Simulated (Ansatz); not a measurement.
# AlSn4: one candidate of a structure search

The task: take a trial cell of AlSn4 to zero force and stress.

Program: Ansatz 0.2.0. Level of theory: DFT PBE, scalar-relativistic, plane waves, PAW. These are calculated values, not measurements.

**1. Starting point**

It takes space group P-62m (No. 189, hexagonal). Conventional cell: a = 5.800 Å, b = 5.800 Å, c = 4.763 Å, α = 90.00°, β = 90.00°, γ = 120.00°. Al (site symmetry -62m) has 2 Sn at 2.38 Å in its first shell of neighbours. Around Sn (site symmetry m2m) lie 5 Sn at 2.66 to 2.93 Å. Sn (site symmetry -62m) has 2 Al at 2.38 Å and 3 Sn at 2.66 Å in its first shell of neighbours.

Coordinates:

```cif
data_structure
_symmetry_space_group_name_H-M 'P 1'
_symmetry_Int_Tables_number 1
_cell_length_a 5.7996
_cell_length_b 5.7996
_cell_length_c 4.7632
_cell_angle_alpha 90.000
_cell_angle_beta 90.000
_cell_angle_gamma 120.000
_cell_volume 138.75
loop_
_atom_site_label
_atom_site_type_symbol
_atom_site_fract_x
_atom_site_fract_y
_atom_site_fract_z
_atom_site_occupancy
Al1 Al 0.00000 0.00000 0.00000 1
Sn1 Sn 0.54105 0.00000 0.50000 1
Sn2 Sn 0.00000 0.54105 0.50000 1
Sn3 Sn 0.45895 0.45895 0.50000 1
Sn4 Sn 0.00000 0.00000 0.50000 1
```

Recipe of the guess: random cell by space group and Wyckoff sites (P-62m, No. 189). The dimensions are guesses.

**2. Probe: one point on a coarse mesh**

The input, input.yaml:

```yaml
crystal:
  lattice:
    - [5.7995985, 0.0, 0.0]
    - [-2.89979925, 5.02259964, 0.0]
    - [0.0, 0.0, 4.76318095]
  atoms:
    - { symbol: Al, position: [0.0, 0.0, 0.0] }
    - { symbol: Sn, position: [0.54104964, 0.0, 0.5] }
    - { symbol: Sn, position: [0.0, 0.54104964, 0.5] }
    - { symbol: Sn, position: [0.45895036, 0.45895036, 0.5] }
    - { symbol: Sn, position: [0.0, 0.0, 0.5] }
basis:
  ecutwfc: 420
kpoints:
  mp_grid: { grid: [3, 3, 4] }
hamiltonian:
  xc: pbe
scf:
  occupations: { method: gaussian, width: 0.1 }
  lower_state_search: "off"
output:
  forces: true
  stress: true
  eigenvalues: true
```

On the command line:

```
ansatz run input.yaml --threads 1 --pin off --max-ram 2560MiB --backend cpu --events-out ev --progress --plain --runs-dir out
```

The log of the run, cut to the lines that bear on the results:

```text
Warning: RAYON_NUM_THREADS=1 ignored (pool sized by the plan → 1); use --threads N
[...]
Pseudopotentials: kind: paw
Pseudopotential: Al, paw, valence charge 3, recommended cutoff 420 eV (normal), Al.paw.azcp
Pseudopotential: Sn, paw, valence charge 14, recommended cutoff 420 eV (normal), Sn.paw.azcp
Functional definition: PBE
[...]
Crystal: 5 atoms, lattice volume = 138.747 Å³
Basis set: ecut = 420 eV, 2691 PW (Γ), exchange–correlation on 80×80×64 points (8 copies of the dense FFT grid, shifted against one another)
Bands: 36, of which v1, the nominal top of the filled ones, is band 30 counted from 1 (29 counted from 0)
Symmetry: 12 space group operations
Space group: P-62m (ITA 189), of the structure as read, at distance tolerance 5.2e-5 Å
[...]
SCF converged after 7 iterations
Free energy (F): -24629.055226 eV
[...]
E sigma→0 (E₀):  -24629.035730 eV
Entropy (-TS):   -0.038993 eV (-7.799 meV/atom)
Fermi energy:    9.049627 eV
[...]
--- Forces (eV/Å), atoms counted from 1 ---
  atom   1  Al    -0.00000000    -0.00000000     0.00000000
  atom   2  Sn    -1.25329416     0.00000000     0.00000000
  atom   3  Sn     0.62664708    -1.08538458     0.00000000
  atom   4  Sn     0.62664708     1.08538458     0.00000000
  atom   5  Sn     0.00000000    -0.00000000     0.00000000
[...]
--- Stress (GPa, compression-positive) ---
       20.525876       0.000000       0.000000
       -0.000000      20.525876       0.000000
        0.000000       0.000000      12.914141
  P = ⅓ Tr σ = 17.9886 GPa (179.886 kbar)
--- Band table (eV; the first three rows and the last of 9) ---
[...]
```

Wall time 2.8 s (1 thread of Intel Xeon at 2.60GHz (Ice Lake), shared host); peak memory 0.4 GiB.

The probe gives pressure 18.0 GPa, largest force 1.25 eV/Å, gap on this mesh none (metal). A cheap, loose relaxation comes first.

**3. Coarse relaxation**

input.yaml: that of step 2 with these lines changed.

```diff
@@ -24 +24,6 @@
   eigenvalues: true
+relax:
+  adjacent_minimum: "off"
+  f_tol: 0.04
+  max_steps: 70
+  cell: { stress_tol: 0.4 }
```

On the command line:

```
ansatz run input.yaml --threads 1 --pin off --max-ram 2560MiB --backend cpu --events-out ev --progress --plain --runs-dir out
```

The log of the run:

```text
Warning: RAYON_NUM_THREADS=1 ignored (pool sized by the plan → 1); use --threads N
Engine: ansatz 0.2.0, x86_64-unknown-linux-gnu
[... 4 set-up lines as earlier in the session ...]
  parameter kappa = 0.804
  parameter beta = 0.06672455060314922
  exchange = pbe_x(kappa = kappa, mu = beta*pi^2/3)
  correlation = pbe_c(beta = beta)
Crystal: 5 atoms, lattice volume = 138.747 Å³
Basis set: ecut = 420 eV, 2691 PW (Γ), exchange–correlation on 80×80×64 points (8 copies of the dense FFT grid, shifted against one another)
Bands: 36, of which v1, the nominal top of the filled ones, is band 30 counted from 1 (29 counted from 0)
[... 2 set-up lines as earlier in the session ...]
k-points: 9 of 36 (time reversal used)
Non-local potential: Al, projectors of the file, l = 0: 2, l = 1: 2, l = 2: 1
Non-local potential: Sn, projectors of the file, l = 0: 2, l = 1: 2, l = 2: 2, l = 3: 2
PAW form: soft (Blöchl's): semilocal exchange-correlation on the pseudo side does not see the compensation charge
PAW one-centre angular grid: Al, 110 points (default); XC on 64 Gauss nodes
PAW one-centre angular grid: Sn, 590 points (default); XC on 64 Gauss nodes
Initial density: superposition of atomic densities (neutral atoms: chi_scale 0, normalization atom), corrected by the library's trained network
Initial wavefunctions: pseudopotential atomic-orbital guess
Functional: x = pbe(κ = 0.804, μ = 0.2195149727645171), c = pbe(β = 0.06672455060314922)
SCF iter   1: F=—  HF=-24629.062240 eV  |F-HF|=—  |Δ(HF+E_count)|=         —  Δρ=3.45e-3  dr2=3.86e-2  ethr=1.77e-3  ⟨swp⟩=8.3  Hψ=1480  notcnv=0
preconditioner: auto → LDOS  [metal: Δε(μ)=0.072 eV  Ē_g=18.620 eV  σ=0.100 eV  W_gap=0.38  n_scr=26 (ndim 8)  ℏωp=24.2 eV  f_vac=0.031  D(μ)=6.58/eV (n_scr^D=70)  β→1.0]
SCF iter   2: F=—  HF=-24629.054905 eV  |F-HF|=—  |Δ(HF+E_count)|=   7.34e-3  Δρ=1.10e-3  dr2=1.75e-3  ethr=6.54e-5  ⟨swp⟩=2.1  Hψ=481  notcnv=0  defer=1
SCF iter   3: F=—  HF=-24629.055359 eV  |F-HF|=—  |Δ(HF+E_count)|=   4.53e-4  Δρ=3.34e-4  dr2=4.66e-4  ethr=2.97e-6  ⟨swp⟩=2.0  Hψ=395  notcnv=0  defer=1
SCF iter   4: F=—  HF=-24629.055295 eV  |F-HF|=—  |Δ(HF+E_count)|=   6.34e-5  Δρ=1.02e-4  dr2=3.31e-5  ethr=7.90e-7  ⟨swp⟩=2.0  Hψ=385  notcnv=0  defer=1
SCF iter   5: F=—  HF=-24629.055228 eV  |F-HF|=—  |Δ(HF+E_count)|=   6.70e-5  Δρ=5.23e-5  dr2=5.53e-6  ethr=5.62e-8  ⟨swp⟩=2.0  Hψ=576  notcnv=0  defer=1
SCF iter   6: F=—  HF=-24629.055226 eV  |F-HF|=—  |Δ(HF+E_count)|=   1.81e-6  Δρ=1.28e-5  dr2=5.28e-7  ethr=9.37e-9  ⟨swp⟩=2.0  Hψ=566  notcnv=0  defer=1
SCF iter   7: F=-24629.055226 eV  HF=-24629.055226 eV  |F-HF|=5.64e-8  |Δ(HF+E_count)|=   2.97e-8  Δρ=4.73e-6  dr2=8.30e-8  ethr=1.69e-10  ⟨swp⟩=10.4  Hψ=1381  notcnv=0
SCF 1 converged in 7 iterations: F = -24629.055226 eV  dr2 = 8.30e-8
relax step   1: F+E_penalty+E_count = -24629.05522636 eV  Δ(F+E_penalty+E_count) = +0.000e0 eV  max|allowed force component| = 1.253e0 eV/Å  Δτ_max = 0.0000 Å  P = +17.989 GPa  Ω = 138.747 Å³  (7 SCF iters, dr2 threshold 1.00e-7 eV, accepted)
Crystal: 5 atoms, lattice volume = 157.227 Å³
Basis set: ecut = 420 eV, 3035 PW (Γ), exchange–correlation on 80×80×64 points (8 copies of the dense FFT grid, shifted against one another)
Initial density: handed on by an earlier stage of this run
Initial wavefunctions: those handed on with the density
iter 1 solved again at ethr=2.05e-4 eV; its pass at ethr=3.10e-3 eV (dr2=1.21e-1 eV) is discarded
SCF iter   1: F=—  HF=-24630.798018 eV  |F-HF|=—  |Δ(HF+E_count)|=         —  Δρ=5.37e-3  dr2=1.21e-1  ethr=2.05e-4  ⟨swp⟩=1.0  Hψ=2057  notcnv=0
preconditioner: auto → LDOS  [insulator: Δε(μ)=0.211 eV  Ē_g=18.236 eV  σ=0.100 eV  W_gap=0.75  n_scr=26 (ndim 8)  ℏωp=22.7 eV  f_vac=0.047  D(μ)=2.62/eV (n_scr^D=8)  ε∞_Penn≈2.6  β→1.0]
SCF iter   2: F=—  HF=-24630.774732 eV  |F-HF|=—  |Δ(HF+E_count)|=   2.33e-2  Δρ=2.92e-3  dr2=3.60e-2  ethr=2.05e-4  ⟨swp⟩=3.3  Hψ=675  notcnv=0
SCF iter   3: F=—  HF=-24630.767915 eV  |F-HF|=—  |Δ(HF+E_count)|=   6.82e-3  Δρ=7.63e-4  dr2=1.89e-3  ethr=6.11e-5  ⟨swp⟩=3.0  Hψ=657  notcnv=0
SCF iter   4: F=—  HF=-24630.767850 eV  |F-HF|=—  |Δ(HF+E_count)|=   6.50e-5  Δρ=3.34e-4  dr2=1.76e-4  ethr=3.21e-6  ⟨swp⟩=2.0  Hψ=530  notcnv=0
SCF iter   5: F=—  HF=-24630.767795 eV  |F-HF|=—  |Δ(HF+E_count)|=   5.49e-5  Δρ=7.87e-5  dr2=2.12e-5  ethr=2.99e-7  ⟨swp⟩=2.0  Hψ=530  notcnv=0
SCF iter   6: F=—  HF=-24630.767794 eV  |F-HF|=—  |Δ(HF+E_count)|=   1.11e-6  Δρ=1.82e-5  dr2=7.27e-7  ethr=3.60e-8  ⟨swp⟩=3.0  Hψ=559  notcnv=0
SCF iter   7: F=-24630.767794 eV  HF=-24630.767794 eV  |F-HF|=2.85e-8  |Δ(HF+E_count)|=   2.22e-7  Δρ=6.30e-6  dr2=6.23e-8  ethr=8.47e-10  ⟨swp⟩=10.1  Hψ=1460  notcnv=0
SCF 2 converged in 7 iterations: F = -24630.767794 eV  dr2 = 6.23e-8
relax step   2: F+E_penalty+E_count = -24630.76779416 eV  Δ(F+E_penalty+E_count) = -1.713e0 eV  max|allowed force component| = 6.773e-1 eV/Å  Δτ_max = 0.0694 Å  P = +8.348 GPa  Ω = 157.227 Å³  energy of the carried Pulay correction = -5.045e-3 eV  (7 SCF iters, dr2 threshold 5.00e-7 eV, accepted)
Crystal: 5 atoms, lattice volume = 178.325 Å³
Basis set: ecut = 420 eV, 3509 PW (Γ), exchange–correlation on 80×80×64 points (8 copies of the dense FFT grid, shifted against one another)
iter 1 solved again at ethr=6.66e-5 eV; its pass at ethr=3.10e-3 eV (dr2=3.93e-2 eV) is discarded
SCF iter   1: F=—  HF=-24631.532072 eV  |F-HF|=—  |Δ(HF+E_count)|=         —  Δρ=4.05e-3  dr2=4.03e-2  ethr=6.66e-5  ⟨swp⟩=1.1  Hψ=1941  notcnv=0
preconditioner: auto → LDOS  [insulator: Δε(μ)=0.169 eV  Ē_g=17.785 eV  σ=0.100 eV  W_gap=0.50  n_scr=26 (ndim 8)  ℏωp=21.4 eV  f_vac=0.082  D(μ)=1.42/eV (n_scr^D=6)  ε∞_Penn≈2.4  β→1.0]
SCF iter   2: F=—  HF=-24631.526635 eV  |F-HF|=—  |Δ(HF+E_count)|=   5.44e-3  Δρ=1.53e-3  dr2=1.27e-2  ethr=6.66e-5  ⟨swp⟩=3.3  Hψ=704  notcnv=0
SCF iter   3: F=—  HF=-24631.523096 eV  |F-HF|=—  |Δ(HF+E_count)|=   3.54e-3  Δρ=5.05e-4  dr2=1.29e-3  ethr=2.15e-5  ⟨swp⟩=2.8  Hψ=633  notcnv=0
SCF iter   4: F=—  HF=-24631.522749 eV  |F-HF|=—  |Δ(HF+E_count)|=   3.46e-4  Δρ=1.02e-4  dr2=2.90e-5  ethr=2.18e-6  ⟨swp⟩=2.0  Hψ=633  notcnv=0
SCF iter   5: F=—  HF=-24631.522825 eV  |F-HF|=—  |Δ(HF+E_count)|=   7.58e-5  Δρ=3.21e-5  dr2=2.07e-6  ethr=4.92e-8  ⟨swp⟩=2.0  Hψ=576  notcnv=0
SCF iter   6: F=-24631.522826 eV  HF=-24631.522826 eV  |F-HF|=1.14e-8  |Δ(HF+E_count)|=   9.13e-7  Δρ=9.98e-6  dr2=2.54e-7  ethr=8.47e-10  ⟨swp⟩=9.9  Hψ=1572  notcnv=0
SCF 3 converged in 6 iterations: F = -24631.522826 eV  dr2 = 2.54e-7
relax step   3: F+E_penalty+E_count = -24631.52282616 eV  Δ(F+E_penalty+E_count) = -7.550e-1 eV  max|allowed force component| = 2.110e-1 eV/Å  Δτ_max = 0.0964 Å  P = +1.796 GPa  Ω = 178.325 Å³  energy of the carried Pulay correction = -1.009e-2 eV  (6 SCF iters, dr2 threshold 5.00e-7 eV, accepted)
Crystal: 5 atoms, lattice volume = 185.267 Å³
Basis set: ecut = 420 eV, 3665 PW (Γ), exchange–correlation on 80×80×64 points (8 copies of the dense FFT grid, shifted against one another)
iter 1 solved again at ethr=9.74e-6 eV; its pass at ethr=3.10e-3 eV (dr2=5.75e-3 eV) is discarded
SCF iter   1: F=—  HF=-24631.586772 eV  |F-HF|=—  |Δ(HF+E_count)|=         —  Δρ=1.44e-3  dr2=5.67e-3  ethr=9.74e-6  ⟨swp⟩=2.6  Hψ=1822  notcnv=0
preconditioner: auto → LDOS  [metal: Δε(μ)=0.169 eV  Ē_g=17.716 eV  σ=0.100 eV  W_gap=0.50  n_scr=26 (ndim 8)  ℏωp=21.0 eV  f_vac=0.084  D(μ)=1.47/eV (n_scr^D=6)  β→1.0]
SCF iter   2: F=—  HF=-24631.585644 eV  |F-HF|=—  |Δ(HF+E_count)|=   1.13e-3  Δρ=6.12e-4  dr2=1.26e-3  ethr=9.62e-6  ⟨swp⟩=2.4  Hψ=539  notcnv=0
SCF iter   3: F=—  HF=-24631.585319 eV  |F-HF|=—  |Δ(HF+E_count)|=   3.25e-4  Δρ=2.22e-4  dr2=1.65e-4  ethr=2.14e-6  ⟨swp⟩=2.0  Hψ=581  notcnv=0
SCF iter   4: F=—  HF=-24631.585357 eV  |F-HF|=—  |Δ(HF+E_count)|=   3.83e-5  Δρ=4.59e-5  dr2=5.49e-6  ethr=2.79e-7  ⟨swp⟩=2.0  Hψ=584  notcnv=0
SCF iter   5: F=—  HF=-24631.585358 eV  |F-HF|=—  |Δ(HF+E_count)|=   1.04e-6  Δρ=1.58e-5  dr2=6.04e-7  ethr=9.30e-9  ⟨swp⟩=2.0  Hψ=590  notcnv=0
SCF iter   6: F=-24631.585358 eV  HF=-24631.585358 eV  |F-HF|=2.85e-8  |Δ(HF+E_count)|=   9.08e-8  Δρ=4.02e-6  dr2=2.98e-8  ethr=8.47e-10  ⟨swp⟩=7.8  Hψ=1475  notcnv=0
SCF 4 converged in 6 iterations: F = -24631.585358 eV  dr2 = 2.98e-8
relax step   4: F+E_penalty+E_count = -24631.58535838 eV  Δ(F+E_penalty+E_count) = -6.253e-2 eV  max|allowed force component| = 7.825e-2 eV/Å  Δτ_max = 0.0423 Å  P = +0.302 GPa  Ω = 185.267 Å³  energy of the carried Pulay correction = -1.161e-2 eV  (6 SCF iters, dr2 threshold 5.00e-7 eV, accepted)
Crystal: 5 atoms, lattice volume = 187.553 Å³
Basis set: ecut = 420 eV, 3713 PW (Γ), exchange–correlation on 80×80×64 points (8 copies of the dense FFT grid, shifted against one another)
iter 1 solved again at ethr=4.99e-6 eV; its pass at ethr=3.10e-3 eV (dr2=2.94e-3 eV) is discarded
SCF iter   1: F=—  HF=-24631.589593 eV  |F-HF|=—  |Δ(HF+E_count)|=         —  Δρ=9.84e-4  dr2=3.14e-3  ethr=4.99e-6  ⟨swp⟩=2.4  Hψ=1773  notcnv=0
preconditioner: auto → LDOS  [insulator: Δε(μ)=0.124 eV  Ē_g=17.668 eV  σ=0.100 eV  W_gap=0.52  n_scr=26 (ndim 8)  ℏωp=20.8 eV  f_vac=0.090  D(μ)=1.88/eV (n_scr^D=8)  ε∞_Penn≈2.4  β→1.0]
SCF iter   2: F=—  HF=-24631.589108 eV  |F-HF|=—  |Δ(HF+E_count)|=   4.85e-4  Δρ=4.49e-4  dr2=1.09e-3  ethr=4.99e-6  ⟨swp⟩=2.7  Hψ=582  notcnv=0
SCF iter   3: F=—  HF=-24631.588794 eV  |F-HF|=—  |Δ(HF+E_count)|=   3.14e-4  Δρ=1.08e-4  dr2=4.21e-5  ethr=1.84e-6  ⟨swp⟩=2.0  Hψ=535  notcnv=0
SCF iter   4: F=—  HF=-24631.588913 eV  |F-HF|=—  |Δ(HF+E_count)|=   1.19e-4  Δρ=2.45e-5  dr2=1.45e-6  ethr=7.13e-8  ⟨swp⟩=2.0  Hψ=589  notcnv=0
SCF iter   5: F=-24631.588913 eV  HF=-24631.588913 eV  |F-HF|=3.91e-8  |Δ(HF+E_count)|=   5.68e-7  Δρ=8.68e-6  dr2=2.07e-7  ethr=6.96e-10  ⟨swp⟩=8.2  Hψ=1577  notcnv=0
SCF 5 converged in 5 iterations: F = -24631.588913 eV  dr2 = 2.07e-7
relax step   5: F+E_penalty+E_count = -24631.58891313 eV  Δ(F+E_penalty+E_count) = -3.555e-3 eV  max|allowed force component| = 2.183e-3 eV/Å  Δτ_max = 0.0292 Å  P = -0.010 GPa  Ω = 187.553 Å³  energy of the carried Pulay correction = -1.210e-2 eV  (5 SCF iters, dr2 threshold 4.11e-7 eV, accepted)
Basis set: ecut = 420 eV, 3713 PW (Γ), exchange–correlation on 90×90×72 points (8 copies of the dense FFT grid, shifted against one another)
Initial wavefunctions: pseudopotential atomic-orbital guess (no wavefunctions were taken with the density)
iter 1 solved again at ethr=3.57e-7 eV; its pass at ethr=3.10e-3 eV (dr2=2.11e-4 eV) is discarded
SCF iter   1: F=—  HF=-24631.605731 eV  |F-HF|=—  |Δ(HF+E_count)|=         —  Δρ=1.45e-4  dr2=1.57e-5  ethr=3.57e-7  ⟨swp⟩=3.4  Hψ=2153  notcnv=0
preconditioner: auto → LDOS  [metal: Δε(μ)=0.112 eV  Ē_g=17.661 eV  σ=0.100 eV  W_gap=0.49  n_scr=26 (ndim 8)  ℏωp=20.8 eV  f_vac=0.091  D(μ)=1.91/eV (n_scr^D=8)  β→1.0]
SCF iter   2: F=—  HF=-24631.605797 eV  |F-HF|=—  |Δ(HF+E_count)|=   6.64e-5  Δρ=3.15e-5  dr2=7.24e-6  ethr=2.65e-8  ⟨swp⟩=3.0  Hψ=664  notcnv=0
SCF iter   3: F=—  HF=-24631.605784 eV  |F-HF|=—  |Δ(HF+E_count)|=   1.32e-5  Δρ=1.03e-5  dr2=2.99e-7  ethr=1.23e-8  ⟨swp⟩=2.0  Hψ=404  notcnv=0
SCF iter   4: F=—  HF=-24631.605782 eV  |F-HF|=—  |Δ(HF+E_count)|=   1.49e-6  Δρ=2.75e-6  dr2=1.86e-8  ethr=5.07e-10  ⟨swp⟩=2.0  Hψ=590  notcnv=0
SCF iter   5: F=-24631.605782 eV  HF=-24631.605782 eV  |F-HF|=1.96e-9  |Δ(HF+E_count)|=   1.43e-8  Δρ=7.76e-7  dr2=1.20e-9  ethr=5.42e-12  ⟨swp⟩=7.1  Hψ=1411  notcnv=0
SCF 6 converged in 5 iterations: F = -24631.605782 eV  dr2 = 1.20e-9
relax step   6: F+E_penalty+E_count = -24631.60578225 eV  Δ(F+E_penalty+E_count) = -1.687e-2 eV  max|allowed force component| = 2.187e-3 eV/Å  Δτ_max = 0.0000 Å  P = +0.087 GPa  Ω = 187.553 Å³  stress off target by 2.58e-1 GPa  SCF on the basis re-selected at this cell (its energy is not comparable with the rows above)  (5 SCF iters)
basis re-selected at this cell: Δ(F+E_penalty+E_count) = -1.687e-2 eV, ΔP = +0.097 GPa vs the last step (what re-selecting the basis moved, of the pressure what is left beyond the Pulay correction that the steps carried, after the strain that the cell walked since its last selection, with what the two solves' SCF thresholds leave and, on support functions, any second-order correction that the steps lacked; it is no measure of the basis error at this ecutwfc). The dense FFT grid was sized anew with the basis: this SCF ran on 45×45×36 points, the steps before it on 40×40×32, so part of this shift can come from that change (see relax.cell in the input reference). This SCF's stress stands 2.58e-1 GPa from its target on what of the cell is left free (relax.cell.stress_tol is 4.00e-1 GPa) and its largest allowed force component is 2.19e-3 eV/Å (relax.f_tol is 4.00e-2 eV/Å): within both
SCF converged after 5 iterations
Free energy (F): -24631.605782 eV
Harris-Foulkes:  -24631.605782 eV  (|F-HF|=1.96e-9)
Internal energy: -24631.596248 eV  (E = F + TS)
E sigma→0 (E₀):  -24631.601015 eV
Entropy (-TS):   -0.009534 eV (-1.907 meV/atom)
Fermi energy:    5.761043 eV
--- Per-component energies (eV) ---
  E_band       = -600.929194
  E_kinetic    = 760.260426
  E_local      = -5709.265331  (includes V_loc(G=0)·N_el)
  E_nonlocal   = -119.469875
  E_hartree    = 3145.058966
  E_xc         = -1566.495639
  E_vxc        = -407.656563  (∫ρ·V_xc dr)
  E_paw        = -17006.352105  (= ΣΔE_a)
  E_vpaw       = -1414.914557  (= ΣTr[D̂ρ^β])
  E_aug_tail   = -0.000004  (compensation charges beyond the density's cutoff)
  E_ewald      = -4135.332686
  E_smearing   = -0.009534  (= −TS)
  E_closure    = 0.000000  (closes the sum)
  Σ components = -24631.605782   (vs F -24631.605782, Δ=0.00e0)
--- Forces (eV/Å), atoms counted from 1 ---
  atom   1  Al     0.00000000     0.00000000     0.00000000
  atom   2  Sn    -0.00218656     0.00000000     0.00000000
  atom   3  Sn     0.00109328    -0.00189362     0.00000000
  atom   4  Sn     0.00109328     0.00189362     0.00000000
  atom   5  Sn    -0.00000000    -0.00000000     0.00000000
  max |Σ_I F_I| component: 2.35e-19 eV/Å
--- Stress (GPa, compression-positive) ---
        0.257779      -0.000000       0.000000
        0.000000       0.257779       0.000000
        0.000000       0.000000      -0.254774
  P = ⅓ Tr σ = 0.0869 GPa (0.869 kbar)
--- Band table (eV; the first three rows and the last of 9) ---
  k-point 0: bands = ["-16.0635", "-15.9891", "-15.9891", "-15.9564", "-15.9564", "-15.7600", "-15.7379", "-15.7379", "-15.6786", "-15.6756", "-15.6627", "-15.6627", "-15.6248", "-15.6039", "-15.6039", "-15.5833", "-15.5833", "-15.5209", "-15.5209", "-15.4874", "-4.3677", "-0.8130", "0.4719", "0.4719", "1.8184", "1.8184", "2.3562", "2.4833", "3.6972", "5.8612", "7.8020", "7.8020", "7.8184", "7.8184", "9.7831", "10.1709"]
  k-point 1: bands = ["-16.0611", "-15.9891", "-15.9891", "-15.9565", "-15.9565", "-15.7598", "-15.7378", "-15.7378", "-15.6787", "-15.6751", "-15.6628", "-15.6628", "-15.6249", "-15.6036", "-15.6036", "-15.5833", "-15.5833", "-15.5208", "-15.5208", "-15.4874", "-4.2501", "-0.6860", "0.5243", "0.5243", "0.8831", "1.9405", "1.9405", "2.4023", "5.0232", "6.2252", "6.8616", "6.8616", "7.1695", "7.1695", "10.1663", "10.1663"]
  k-point 2: bands = ["-16.0586", "-15.9891", "-15.9891", "-15.9567", "-15.9567", "-15.7596", "-15.7378", "-15.7378", "-15.6789", "-15.6747", "-15.6629", "-15.6629", "-15.6249", "-15.6034", "-15.6034", "-15.5834", "-15.5834", "-15.5206", "-15.5206", "-15.4874", "-4.1160", "-0.3064", "-0.2005", "0.5794", "0.5794", "2.0795", "2.0795", "2.4502", "4.5474", "6.2189", "6.2189", "6.6906", "6.6906", "9.3910", "9.7700", "10.0708"]
  k-point 8: bands = ["-16.0385", "-15.9519", "-15.9519", "-15.9509", "-15.9509", "-15.7124", "-15.6837", "-15.6837", "-15.6631", "-15.6538", "-15.6538", "-15.6518", "-15.6518", "-15.6405", "-15.6257", "-15.6257", "-15.5917", "-15.5807", "-15.5807", "-15.5574", "-2.9087", "-2.1552", "-2.1552", "-0.0010", "1.2330", "4.0794", "4.0794", "4.0832", "4.0832", "7.0788", "7.2545", "7.6164", "7.6164", "8.0652", "8.0652", "9.1389"]
--- Relaxed structure (5 steps of the walk, 5 accepted, 1 SCFs on fresh bases) ---
  F+E_penalty+E_count = -24631.60578225 eV   max|allowed force component| = 2.187e-3 eV/Å   (the final SCF, on the basis selected at the relaxed cell)
  cell:  # Å, volume = 187.5532 Å³
    - [6.413492153609955, 0.0, 0.0]
    - [-3.2067460768049774, 5.55424713199839, 0.0]
    - [0.0, 0.0, 5.2650754081518185]
  atoms:
    - { symbol: Al, position: [-2.392887679690023e-19, 8.231453656009732e-34, 0.0] }
    - { symbol: Sn, position: [0.5001474179896194, -1.2781760335418838e-36, 0.49999999999999994] }
    - { symbol: Sn, position: [0.0, 0.5001474179896194, 0.49999999999999994] }
    - { symbol: Sn, position: [0.49985258201038063, 0.4998525820103806, 0.49999999999999994] }
    - { symbol: Sn, position: [-2.3928876796899976e-19, 5.112704134167535e-36, 0.49999999999999994] }
```

Run time: 21 s. Hardware: 1 thread of Intel Xeon at 2.60GHz (Ice Lake), shared host; peak memory 0.45 GiB.

Step by step:

```csv
step,energy from step 1 (eV/cell),largest force component (eV/Å),pressure (GPa),volume (Å³)
1,0.0000,1.2533,17.99,138.75
2,-1.7126,0.6773,8.35,157.23
3,-2.4676,0.2110,1.80,178.32
4,-2.5301,0.0783,0.30,185.27
5,-2.5337,0.0022,-0.01,187.55
6,-2.5506,0.0022,0.09,187.55
```

Step 1 is the start. Step 6 repeats the geometry before it on a plane-wave basis chosen anew for that cell, so its energy need not be comparable with the rows above.

|  | before | after | change |
| --- | --- | --- | --- |
| a (Å) | 5.800 | 6.413 | +10.6 % |
| b (Å) | 5.800 | 6.413 | +10.6 % |
| c (Å) | 4.763 | 5.265 | +10.5 % |
| volume (Å³/atom) | 27.75 | 37.51 | +35.2 % |
| shortest distance (Å) | 2.382 | 2.633 | +10.5 % |
| space group (0.01 Å) | P-62m | P6/mmm | changed |

Forces and stress were held to the start's 12 operations: a distortion of lower symmetry was not tested.

(Part 1 of 2 ends here.)
